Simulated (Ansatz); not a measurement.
# C₂H₈OSi₂: up Jacob's ladder to CCSD(T)

The task here is to estimate one member of a computed series from the others.

Method: functionals in def2-TZVPP, the program's frozen cores in correlated methods; program: Ansatz 0.2.0, Gaussian basis.

Plan: PBE-D4, r2SCAN-D4, PBE0-D4, B3LYP-D4, ωB97X-V, ωB97M-V, B2PLYP; CCSD(T)/def2-TZVPP; MP2/def2-QZVPP; extrapolation to the limit.

**The geometry**

The geometry comes from an earlier relaxation with PBE0-D4 in a triple-zeta def2 set; it is a stationary point, not always the lowest conformer.

SMILES `O[Si@H]1C[C@@H]1[SiH3]`, 13 atoms, charge 0, spin multiplicity 1.

Atoms are counted from 1 here; the program's logs count them from 0.

Bond lengths: O1–Si2 1.639 Å, O1–H6 0.958 Å, Si2–C3 1.825 Å, Si2–C4 1.835 Å, Si2–H7 1.471 Å, C3–C4 1.585 Å, C3–H8 1.087 Å, C3–H9 1.087 Å, C4–Si5 1.848 Å, C4–H10 1.090 Å, Si5–H11 1.488 Å, Si5–H12 1.491 Å, Si5–H13 1.490 Å. Angles: Si2–O1–H6 118.4°, O1–Si2–C3 123.3°, O1–Si2–C4 123.2°, O1–Si2–H7 107.3°, C3–Si2–C4 51.3°, C3–Si2–H7 121.9°, C4–Si2–H7 120.8°, Si2–C3–C4 64.7°, Si2–C3–H8 121.5°, Si2–C3–H9 120.0°, C4–C3–H8 116.1°, C4–C3–H9 114.6°, H8–C3–H9 111.6°, Si2–C4–C3 64.0°, Si2–C4–Si5 121.9°, Si2–C4–H10 116.5°, C3–C4–Si5 118.1°, C3–C4–H10 113.6° and more.

The first run:

Input file in.yaml:

```yaml
crystal:
  periodic: [false, false, false]
  atoms:
    - {symbol: O, position_ang: [-1.300485, 2.510418, -0.111163]}
    - {symbol: Si, position_ang: [-0.144112, 1.383170, 0.166254]}
    - {symbol: C, position_ang: [-0.377484, -0.035275, 1.290167]}
    - {symbol: C, position_ang: [-0.348319, -0.391110, -0.253984]}
    - {symbol: Si, position_ang: [1.056520, -1.411567, -0.887101]}
    - {symbol: H, position_ang: [-2.219119, 2.248604, -0.037840]}
    - {symbol: H, position_ang: [1.159670, 2.048352, 0.015014]}
    - {symbol: H, position_ang: [0.441086, -0.428037, 1.887780]}
    - {symbol: H, position_ang: [-1.337904, -0.194431, 1.773302]}
    - {symbol: H, position_ang: [-1.318030, -0.688595, -0.651873]}
    - {symbol: H, position_ang: [1.086852, -1.410760, -2.374815]}
    - {symbol: H, position_ang: [0.984338, -2.825259, -0.417946]}
    - {symbol: H, position_ang: [2.337385, -0.840211, -0.382893]}
basis:
  gaussian: {orbitals: def2-TZVPP}
hamiltonian: {xc: pbe, dispersion: d4}
output: {forces: true, orbitals: {seedname: orbitals}}
```

Run with:

```bash
ansatz run in.yaml --threads 4 --pin off --events-out ev --progress --plain --max-ram 10444MiB
```

Steps of the session up to this table: PBE-D4 (GGA); r2SCAN-D4 (meta-GGA); PBE0-D4 (hybrid); B3LYP-D4 (hybrid); ωB97X-V (range-separated); ωB97M-V (range-separated); B2PLYP (double hybrid); CCSD(T) in def2-TZVPP; MP2 in def2-QZVPP.

One of the session's tables, all rows but one given; the rest of the session is left out.

It belongs to the step «Atomisation energies». 

```
            method  atomisation energy (kJ/mol)
            PBE-D4                       4710.2
         r2SCAN-D4                       4683.4
           PBE0-D4                       4658.7
          B3LYP-D4                       4659.2
           ωB97X-V                       4696.5
           ωB97M-V                       4688.4
            B2PLYP                       4612.6
     HF/def2-TZVPP                       3452.3
    MP2/def2-TZVPP                       4612.3
   CCSD/def2-TZVPP                       4496.8
CCSD(T)/def2-TZVPP                       4557.3
           MP2/CBS                       4735.6
       CCSD(T)/CBS                            ?
```

Estimate the missing values for CCSD(T)/CBS.

**Answer.** atomisation energy (kJ/mol): 4680.6. In the column «atomisation energy (kJ/mol)» it lies between B3LYP-D4 (4659.2) and r2SCAN-D4 (4683.4).
